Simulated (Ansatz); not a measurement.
# GeH2O2 (SMILES [OH][Ge][OH]) at r2SCAN0/def2-SVPD

What is the electronic atomisation energy of GeH2O2 at r2SCAN0/def2-SVPD? 

The calculation is run with Ansatz 0.2.0.

51 further runs of the same task are left out: 51 set aside as unsound or not needed.

**1. The system as given**

GeH2O2: 5 atoms, total charge 0, spin state singlet. SMILES: `[OH][Ge][OH]`. The shape is that of a PBE0-D4/def2-TZVP optimisation. This is one conformer, not always the lowest.

Bond lengths: O1–Ge2 1.790 Å, Ge2–O3 1.790 Å, O1–H4 0.961 Å, O3–H5 0.961 Å. Angles: O1–Ge2–O3 102.4°, Ge2–O1–H4 118.8°, Ge2–O3–H5 118.8°.

**2. The energy at r2SCAN0/def2-SVPD**

The input, job.yaml:

```yaml
crystal:
  periodic: [false, false, false]
  atoms:
    - {symbol: O, position_ang: [-1.341000, -0.099500, -0.377400]}
    - {symbol: Ge, position_ang: [-0.316400, -0.895800, 0.855300]}
    - {symbol: O, position_ang: [1.281900, -0.142300, 0.570200]}
    - {symbol: H, position_ang: [-0.940900, 0.550800, -0.961500]}
    - {symbol: H, position_ang: [1.366400, 0.513200, -0.127900]}
basis:
  gaussian:
    orbitals: def2-SVPD
total_charge: 0
output:
  orbitals: {seedname: orbitals}
accuracy: high
hamiltonian:
  xc: {name: r2SCAN0}
```

Run with:

```sh
$ ansatz run job.yaml --threads 1 --pin off --max-ram 3480MiB --events-out events.jsonl --progress --plain --runs-dir runs
```

Standard output:

```text
Warning: RAYON_NUM_THREADS=1 ignored (pool sized by the plan → 1); use --threads N
Functional definition: r2SCAN0
  name "r2SCAN0"
  parameter a = 0.25
  parameter k0 = 0.174
  parameter k1 = 0.065
  parameter a1 = 4.9479
  exchange = (1 - a)*r2scan_x(k0 = k0, k1 = k1, a1 = a1) + a*exact_x
  correlation = r2scan_c
1915 factors; integrals over basis functions are off by at most 4.2e-9 eV
mean field evaluation 1: about -60623.9595 eV, gradient 7.0e1 eV
mean field evaluation 2: about -60603.1347 eV, gradient 1.2e2 eV
mean field evaluation 4: about -60632.6457 eV, gradient 2.5e0 eV
mean field evaluation 8: about -60632.7372 eV, gradient 1.5e-1 eV
mean field evaluation 16: about -60632.7372 eV, gradient 7.1e-6 eV
mean field -60632.73721677 eV, -2228.2119943711 hartree, gradient 3.2e-8 eV, S^2 0.000000; 0 other end points of the search recorded, 0 dependent functions left out
reference -60632.73721740 eV, -2228.2119943942 hartree; 25, 25 occupied and 75, 75 virtual orbitals, 1915 factors
Total energy: -60632.73721740 eV, -2228.2119943942 hartree
```

Wall time 7.2 s (1 thread of Intel Xeon 6975P-C (Granite Rapids), shared host); peak memory 0.38 GiB.

**3. The Ge atom, same level**

The input, input.yaml:

```yaml
crystal:
  periodic: [false, false, false]
  atoms:
    - {symbol: Ge, position_ang: [0.000000, 0.000000, 0.000000]}
basis:
  gaussian:
    orbitals: def2-SVPD
accuracy: high
hamiltonian:
  xc: {name: r2SCAN0}
magnetization:
  spin_polarized: true
  initial_magnetization: 2
```

Run with:

```sh
$ ansatz run input.yaml --threads 1 --pin off --max-ram 3480MiB --events-out events.jsonl --progress --plain --runs-dir runs
```

Standard output (excerpt; [...] marks lines left out):

```text
Warning: RAYON_NUM_THREADS=1 ignored (pool sized by the plan → 1); use --threads N
[... 8 set-up lines as earlier in the session ...]
370 factors; integrals over basis functions are off by at most 4.8e-9 eV
mean field evaluation 1: about -56507.9363 eV, gradient 3.5e0 eV
mean field evaluation 2: about -56508.0037 eV, gradient 2.1e0 eV
mean field evaluation 4: about -56508.0129 eV, gradient 8.0e-2 eV
mean field evaluation 8: about -56508.0166 eV, gradient 7.4e-4 eV
mean field evaluation 16: about -56508.0166 eV, gradient 1.1e-7 eV
mean field -56508.01656867 eV, -2076.6313063894 hartree, gradient 1.3e-8 eV, S^2 2.005841; 0 other end points of the search recorded, 0 dependent functions left out
reference -56508.01657082 eV, -2076.6313064683 hartree; 17, 15 occupied and 21, 23 virtual orbitals, 370 factors
Total energy: -56508.01657082 eV, -2076.6313064683 hartree
```

It took 2.6 s on 1 thread of Intel Xeon 6975P-C (Granite Rapids), shared host; peak memory 0.17 GiB.

**4. The H atom at the same level**

The input, in.yaml:

```yaml
crystal:
  periodic: [false, false, false]
  atoms:
    - {symbol: H, position_ang: [0.000000, 0.000000, 0.000000]}
basis:
  gaussian:
    orbitals: def2-SVPD
magnetization:
  spin_polarized: true
  initial_magnetization: 1
hamiltonian:
  xc: {name: r2SCAN0}
accuracy: high
```

Run with:

```sh
$ ansatz run in.yaml --threads 1 --pin off --max-ram 3480MiB --events-out events.jsonl --progress --plain --runs-dir runs
```

Standard output (excerpt; [...] marks lines left out):

```text
Warning: RAYON_NUM_THREADS=1 ignored (pool sized by the plan → 1); use --threads N
[... 8 set-up lines as earlier in the session ...]
33 factors; integrals over basis functions are off by at most 4.9e-10 eV
mean field evaluation 1: about -13.5811 eV, gradient 5.2e-1 eV
mean field evaluation 2: about -13.5846 eV, gradient 5.8e-2 eV
mean field evaluation 4: about -13.5846 eV, gradient 1.3e-5 eV
mean field evaluation 8: about -13.5846 eV, gradient 1.1e-9 eV
mean field -13.58464121 eV, -0.4992263564 hartree, gradient 1.0e-9 eV, S^2 0.750000; 0 other end points of the search recorded, 0 dependent functions left out
reference -13.58464187 eV, -0.4992263807 hartree; 1, 0 occupied and 7, 8 virtual orbitals, 33 factors
Total energy: -13.58464187 eV, -0.4992263807 hartree
```

Run time: 0.2 s. Hardware: 1 thread of Intel Xeon 6975P-C (Granite Rapids), shared host.

**5. The O atom, same level**

The input, run.yaml:

```yaml
crystal:
  periodic: [false, false, false]
  atoms:
    - {symbol: O, position_ang: [0.000000, 0.000000, 0.000000]}
basis:
  gaussian:
    orbitals: def2-SVPD
magnetization:
  spin_polarized: true
  initial_magnetization: 2
accuracy: high
hamiltonian:
  xc: {name: r2SCAN0}
```

Run with:

```sh
$ ansatz run run.yaml --threads 1 --pin off --max-ram 3480MiB --events-out events.jsonl --progress --plain --runs-dir runs
```

Standard output (excerpt; [...] marks lines left out):

```text
Warning: RAYON_NUM_THREADS=1 ignored (pool sized by the plan → 1); use --threads N
[... 8 set-up lines as earlier in the session ...]
191 factors; integrals over basis functions are off by at most 1.9e-9 eV
mean field evaluation 1: about -2039.8518 eV, gradient 5.7e0 eV
mean field evaluation 2: about -2039.9500 eV, gradient 2.1e0 eV
mean field evaluation 4: about -2039.9700 eV, gradient 5.5e-2 eV
mean field evaluation 8: about -2039.9719 eV, gradient 1.7e-3 eV
mean field evaluation 16: about -2039.9719 eV, gradient 1.2e-8 eV
mean field -2039.97188702 eV, -74.9675841052 hartree, gradient 1.2e-8 eV, S^2 2.005672; 0 other end points of the search recorded, 0 dependent functions left out
reference -2039.97189018 eV, -74.9675842214 hartree; 5, 3 occupied and 18, 20 virtual orbitals, 191 factors
Total energy: -2039.97189018 eV, -74.9675842214 hartree
```

It took 0.48 s on 1 thread of Intel Xeon 6975P-C (Granite Rapids), shared host.

**6. Summary of results**

Level: r2SCAN0/def2-SVPD.

| quantity | value |
| --- | --- |
| molecule: total energy | -2228.21199 Eh |
| molecule: HOMO energy | -8.21 eV |
| molecule: LUMO energy | -1.59 eV |
| molecule: HOMO–LUMO gap | 6.63 eV |
| Ge atom: total energy | -2076.63131 Eh |
| Ge atom: ⟨S²⟩ | 2.006 |
| H atom: total energy | -0.49923 Eh |
| H atom: ⟨S²⟩ | 0.750 |
| O atom: total energy | -74.96758 Eh |
| O atom: ⟨S²⟩ | 2.006 |
| electronic atomisation energy | 17.608 eV |

**Reading.** Taking the molecule apart into free atoms costs 17.61 eV (406 kcal/mol), before zero-point energy and without spin-orbit coupling.
